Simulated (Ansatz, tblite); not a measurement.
# The cluster Al4Sb3+: competing shapes, part 3 of 3

Aim: relax the candidate shapes of the cluster Al4Sb3+ that a cheap search turned up, and see how the levels of theory order them.

Ansatz 0.2.0, Gaussian basis; relaxed with PBE-D4/def2-SVP, singlet. The steps go on from the part before.

## 17. Candidate C, PBE-D4/def2-TZVP

File in.yaml:

```yaml
crystal:
  periodic: [false, false, false]
  atoms:
    - {symbol: Al, position_ang: [0.139737, 2.110257, -0.665410]}
    - {symbol: Al, position_ang: [1.404023, -0.224003, 1.701544]}
    - {symbol: Al, position_ang: [-0.565563, -1.565185, 0.832968]}
    - {symbol: Al, position_ang: [-1.547177, 0.246950, -1.005728]}
    - {symbol: Sb, position_ang: [2.628280, 1.115189, -0.303480]}
    - {symbol: Sb, position_ang: [0.952135, -0.949724, -1.444102]}
    - {symbol: Sb, position_ang: [-3.011434, -0.733474, 0.884209]}
basis:
  gaussian: {orbitals: def2-TZVP, initial_orbitals: start.molden}
total_charge: 1
hamiltonian: {xc: pbe, dispersion: d4}
scf: {omitted_lower_state_checks: [starts]}
output: {forces: true, orbitals: {seedname: orbitals}}
```

Started as:

```console
> ansatz run in.yaml --threads 4 --pin off --events-out ev --progress --plain --max-ram 4787MiB
```

Output (excerpt; [...] marks lines left out):

```text
Functional definition: PBE
  name "PBE"
  cite "Perdew, Burke & Ernzerhof, Phys. Rev. Lett. 77, 3865 (1996) doi:10.1103/PhysRevLett.77.3865"
  parent pbe
[...]
2185 factors; their error is unknown
[...]
mean field -45984.94147247 eV, -1689.9154294005 hartree, gradient 9.6e-6 eV, S^2 0.000000; 0 other end points of the search recorded, 0 dependent functions left out
[...]
Atom 3 at    -1.547177     0.246950    -1.005728 Å, force    -0.011213    -0.055302     0.042862 eV/Å
Atom 4 at     2.628280     1.115189    -0.303480 Å, force    -0.077363    -0.063714    -0.022008 eV/Å
Atom 5 at     0.952135    -0.949724    -1.444102 Å, force     0.021222     0.090012     0.075282 eV/Å
Atom 6 at    -3.011434    -0.733474     0.884209 Å, force     0.071855     0.006151    -0.032909 eV/Å
Dipole moment:     0.088786     0.288905     0.237215 e Å
Checks for a lower state left out: starts
```

Wall time 7 s (4 threads of Arm Neoverse V2, shared host); peak memory 0.65 GiB.

Report: HOMO -8.98 eV, LUMO -7.56 eV.

## 18. Candidate C, r2SCAN-D4/def2-TZVP

Changes to in.yaml since step 17:

```diff
@@ -13,4 +13,4 @@
 total_charge: 1
-hamiltonian: {xc: pbe, dispersion: d4}
+hamiltonian: {xc: r2scan, dispersion: d4}
 scf: {omitted_lower_state_checks: [starts]}
-output: {forces: true, orbitals: {seedname: orbitals}}
+output: {orbitals: {seedname: orbitals}}
```

Launched as before.

Output (excerpt; [...] marks lines left out):

```text
Functional definition: r2SCAN
  name "r2SCAN"
  cite "Furness, Kaplan, Ning, Perdew & Sun, J. Phys. Chem. Lett. 11, 8208 (2020) doi:10.1021/acs.jpclett.0c02405"
  cite "Furness, Kaplan, Ning, Perdew & Sun, J. Phys. Chem. Lett. 11, 9248 (2020) doi:10.1021/acs.jpclett.0c03077"
  parent r2scan
[...]
2185 factors; their error is unknown
[...]
mean field -46004.06688674 eV, -1690.6182754112 hartree, gradient 2.5e-5 eV, S^2 0.000000; 0 other end points of the search recorded, 0 dependent functions left out
reference -46004.06690000 eV, -1690.6182758984 hartree; 60, 60 occupied and 238, 238 virtual orbitals, 2185 factors
Total energy: -46004.18161444 eV, -1690.6224915764 hartree
Checks for a lower state left out: starts
```

Wall time 12 s (4 threads of Arm Neoverse V2, shared host); peak memory 0.7 GiB.

Report: HOMO -9.14 eV, LUMO -7.56 eV.

## 19. Candidate C, revPBE-D4/def2-TZVP

Changes to in.yaml since step 18:

```diff
@@ -13,3 +13,3 @@
 total_charge: 1
-hamiltonian: {xc: r2scan, dispersion: d4}
+hamiltonian: {xc: {name: revPBE}, dispersion: d4}
 scf: {omitted_lower_state_checks: [starts]}
```

Same command.

Output (excerpt; [...] marks lines left out):

```text
Functional definition: revPBE
  name "revPBE"
  cite "Zhang & Yang, Phys. Rev. Lett. 80, 890 (1998) doi:10.1103/PhysRevLett.80.890"
  cite "Perdew, Burke & Ernzerhof, Phys. Rev. Lett. 77, 3865 (1996) doi:10.1103/PhysRevLett.77.3865"
[...]
2185 factors; their error is unknown
[...]
mean field -45997.70792701 eV, -1690.3845879515 hartree, gradient 2.2e-5 eV, S^2 0.000000; 0 other end points of the search recorded, 0 dependent functions left out
reference -45997.70798024 eV, -1690.3845899076 hartree; 60, 60 occupied and 238, 238 virtual orbitals, 2185 factors
Total energy: -45998.73995291 eV, -1690.4225142038 hartree
Checks for a lower state left out: starts
```

It took 4.9 s on 4 threads of Arm Neoverse V2, shared host; peak memory 0.66 GiB.

From the report: HOMO -8.92 eV, LUMO -7.50 eV.

## 20. Candidate C, ωB97M-V/def2-TZVP

Changes to in.yaml since step 19:

```diff
@@ -13,3 +13,3 @@
 total_charge: 1
-hamiltonian: {xc: {name: revPBE}, dispersion: d4}
+hamiltonian: {xc: {name: wB97M-V}}
 scf: {omitted_lower_state_checks: [starts]}
```

Launched as before.

Output (excerpt; [...] marks lines left out):

```text
Functional definition: wB97M-V
  name "wB97M-V"
  cite "Mardirossian & Head-Gordon, J. Chem. Phys. 144, 214110 (2016) doi:10.1063/1.4952647"
  cite "Becke, J. Chem. Phys. 107, 8554 (1997) doi:10.1063/1.475007"
  cite "Vydrov & Van Voorhis, J. Chem. Phys. 133, 244103 (2010) doi:10.1063/1.3521275"
  # Of w^i u^j: cxij and so on, Table III.
[...]
  gx(w, u) = 1 - cx + cx01*u + cx10*w
[...]
2299 factors; their error is unknown
491 factors; integrals over basis functions are off by at most 1.9e-5 eV
[...]
mean field -45994.04618607 eV, -1690.2500214539 hartree, gradient 1.5e-5 eV, S^2 0.000000; 0 other end points of the search recorded, 0 dependent functions left out
reference -45994.04623734 eV, -1690.2500233380 hartree; 60, 60 occupied and 238, 238 virtual orbitals, 2299 factors
Total energy: -45994.04623734 eV, -1690.2500233380 hartree
Checks for a lower state left out: starts
```

Wall time 33 s (4 threads of Arm Neoverse V2, shared host); peak memory 1.8 GiB.

Report: HOMO -11.11 eV, LUMO -5.55 eV.

## 21. Candidate C, CCSD(T)/def2-SVP

Changes to in.yaml since step 20:

```diff
@@ -11,5 +11,5 @@
 basis:
-  gaussian: {orbitals: def2-TZVP, initial_orbitals: start.molden}
+  gaussian: {orbitals: def2-SVP, initial_orbitals: start.molden}
 total_charge: 1
-hamiltonian: {xc: {name: wB97M-V}}
+correlation: {method: ccsd_t}
 scf: {omitted_lower_state_checks: [starts]}
```

The command is unchanged.

Output (excerpt; [...] marks lines left out):

```text
Functional definition: HF
  name "HF"
  cite "Fock, Z. Phys. 61, 126 (1930) doi:10.1007/BF01340294"
  parent pbe
[...]
1634 factors; integrals over basis functions are off by at most 8.7e-4 eV
[...]
mean field -45851.22332129 eV, -1685.0013779822 hartree, gradient 1.4e-6 eV, S^2 0.000000; 0 other end points of the search recorded, 0 dependent functions left out; unrestricted orbitals would lower it
[...]
reference -45851.22332129 eV, -1685.0013779822 hartree; 28, 28 occupied and 90, 90 virtual orbitals, 1634 factors
second order -15.86596284 eV of doubles, -0.00000000 eV of singles
cycle   1  -15.38604797 eV  change    4.8e-1 eV  update   2.2e-1
[...]
cycle  13  -16.33002088 eV  change    4.9e-6 eV  update   2.1e-5
perturbative correction -1.33151229 eV, -0.0489321742 hartree
Total energy: -45868.88485447 eV, -1685.6504273548 hartree
Checks for a lower state left out: starts
```

Wall time 37 s (4 threads of Arm Neoverse V2, shared host); peak memory 1.2 GiB.

Report: Hartree-Fock HOMO -10.68 eV, LUMO -4.65 eV; T1 0.023. Doubts: large T1 diagnostic, restricted state is unstable towards broken spin symmetry.

## 22. A against B

The energies of B at these levels come from its own runs, whose logs aren't repeated here.

```tsv
level	A above B (kJ/mol)	time
GFN1-xTB	+86.3	0.018 s
GFN2-xTB	-90.0	0.043 s
HF/def2-SVP†	+18.1	
PBE-D4/def2-TZVP	+97.1	11 s
revPBE-D4/def2-TZVP	+94.8	10 s
r2SCAN-D4/def2-TZVP	+87.8	21 s
PBE0-D4/def2-TZVP	+91.5	33 s
ωB97M-V/def2-TZVP	+80.9	61 s
MP2/def2-SVP†	+129.2	
CCSD/def2-SVP†	+66.9	
CCSD(T)/def2-SVP†	+84.2	69 s
```

Times add the two runs; a level without a time comes out of a correlated run. † marks a level with a doubtful state (flagged, unstable, out of aufbau order, or strongly spin-contaminated); such levels are left out of the summary. CCSD(T)/def2-SVP is no safe reference here (large T1 diagnostic).

## 23. C against B

The energies of B at these levels come from its own runs, whose logs aren't repeated here.

```tsv
level	C above B (kJ/mol)	time
GFN1-xTB	-52.9	0.019 s
GFN2-xTB	-30.5	0.038 s
HF/def2-SVP†	+9.0	
PBE-D4/def2-TZVP	+35.8	12 s
revPBE-D4/def2-TZVP	+29.8	9.8 s
r2SCAN-D4/def2-TZVP	+47.5	22 s
PBE0-D4/def2-TZVP	+35.4	32 s
ωB97M-V/def2-TZVP	+31.2	63 s
MP2/def2-SVP†	+74.7	
CCSD/def2-SVP†	+31.4	
CCSD(T)/def2-SVP†	+41.1	68 s
```

Times add the two runs; a level without a time comes out of a correlated run. † marks a level with a doubtful state (flagged, unstable, out of aufbau order, or strongly spin-contaminated); such levels are left out of the summary. CCSD(T)/def2-SVP is no safe reference here (large T1 diagnostic).

## 24. Summary of results

The summary covers parts 1 to 3.

| quantity | value |
| --- | --- |
| A above B, range of the levels free of doubt, tight binding aside | +80.9 to +97.1 kJ/mol |
| levels that put A lower | GFN2-xTB |
| C above B, range of the levels free of doubt, tight binding aside | +29.8 to +47.5 kJ/mol |
| levels that put C lower | GFN1-xTB, GFN2-xTB |

What this shows: The levels disagree on A and B: 1 of 7 put A lower. The levels disagree on C and B: 2 of 7 put C lower. A random search of this size may have missed the true lowest shape. Only singlets are compared; another spin may lie lower and prefer another shape.
